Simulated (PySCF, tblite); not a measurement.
# C5H8O4Si: geometry, infrared bands and NMR shifts

Wanted: the infrared bands and NMR shifts of C5H8O4Si (`O=CO[Si@@H]1COCCC1=O`), by calculation.

Programs: tblite 0.8.0 and PySCF 2.14.0, with density-fitted response routines of our own. Each step states its level of theory. These are calculated values for one molecule in the gas phase, unless marked as measured. Atoms count from 0, in the outputs and in this text.

## (1) Starting geometry

18 atoms, charge 0, multiplicity 1; geometry from: force field or distance geometry start.

Bonds of the start (Å): O0–C1 1.27, C1–O2 1.38, O2–Si3 1.74, Si3–C4 1.86, C4–O5 1.40, O5–C6 1.39, C6–C7 1.54, C7–C8 1.49, C8–O9 1.21, C8–Si3 1.84, C1–H10 1.08, Si3–H11 1.47, C4–H12 1.10, C4–H13 1.13, C6–H14 1.10, C6–H15 1.11, C7–H16 1.12, C7–H17 1.10.

## (2) Geometry optimisation with GFN2-xTB

Job settings and geometry (Å):

```
{"job": {"kind": "relax", "xc": "GFN2-xTB", "basis": "xTB"}, "charge": 0, "multiplicity": 1}
O      3.375000    -1.128200    -0.252900
C      3.359000     0.076600     0.153400
O      2.172200     0.654200     0.566000
Si     0.729100    -0.308400     0.451500
C      0.126400    -0.513800    -1.298400
O     -1.267500    -0.680600    -1.295900
C     -1.936100     0.389500    -0.708100
C     -2.040800     0.232800     0.818400
C     -0.678900     0.432600     1.379200
O     -0.461400     1.059600     2.393800
H      4.296900     0.605900     0.193700
H      1.032500    -1.647000     0.985900
H      0.592200    -1.427400    -1.689800
H      0.440400     0.369000    -1.922800
H     -1.540200     1.377400    -0.984200
H     -2.986900     0.359000    -1.067900
H     -2.433800    -0.788900     1.062800
H     -2.786900     0.944100     1.203700
```

On the command line:

```console
OMP_NUM_THREADS=1 python probes_run.py task.json out
```

One launch serves the whole session: the jobs run in the order shown.

**Question.** This job is followed by: GFN2-xTB harmonic vibrations, gas phase; GIAO PBE0/pcSseg-1 NMR shielding, non-relativistic, gas phase. Predict these results of the whole session: strongest single infrared mode (GFN2-xTB); zero-point energy (GFN2-xTB); ¹³C shifts against TMS (PBE0/pcSseg-1); ¹H shifts against TMS (PBE0/pcSseg-1); ¹⁷O shifts against H2O (PBE0/pcSseg-1); ²⁹Si shifts against TMS (PBE0/pcSseg-1); surface potential, 1st and 99th percentile.

As calculated:

| quantity | value |
| --- | --- |
| strongest single infrared mode (GFN2-xTB) | 1178 cm⁻¹, 498 km/mol |
| zero-point energy (GFN2-xTB) | 79.6 kcal/mol |
| ¹³C shifts against TMS (PBE0/pcSseg-1) | 238.0, 165.2, 74.1, 67.5, 60.8 ppm |
| ¹H shifts against TMS (PBE0/pcSseg-1) | 8.01, 5.38, 4.84, 4.49, 3.64, 3.40, 2.77, 2.48 ppm |
| ¹⁷O shifts against H2O (PBE0/pcSseg-1) | 837.0, 466.5, 203.2, 34.9 ppm |
| ²⁹Si shifts against TMS (PBE0/pcSseg-1) | -44.5 ppm |
| surface potential, 1st and 99th percentile | -1.53 V and 1.31 V |

In words: Over 101 steps the energy fell by 0.804 eV; of the close pairs, O0–C1 changed most, 1.272 to 1.192 Å. All 48 modes are real, so the xTB geometry is a minimum. The strongest single mode, at 1178 cm⁻¹, moves mainly O2 and C1. Unscaled tight-binding wavenumbers are off by several per cent, some by more. Its intensities can rank the bands wrongly. At PBE0/pcSseg-1: The widest tensor belongs to O9: span 1738 ppm, with a paramagnetic part of -900 ppm. At PBE0/pcSseg-1, counted by nearest atom on the grid, the HOMO lies on O9 52 %; C8 14 %, the LUMO on C8 40 %; O9 29 %.
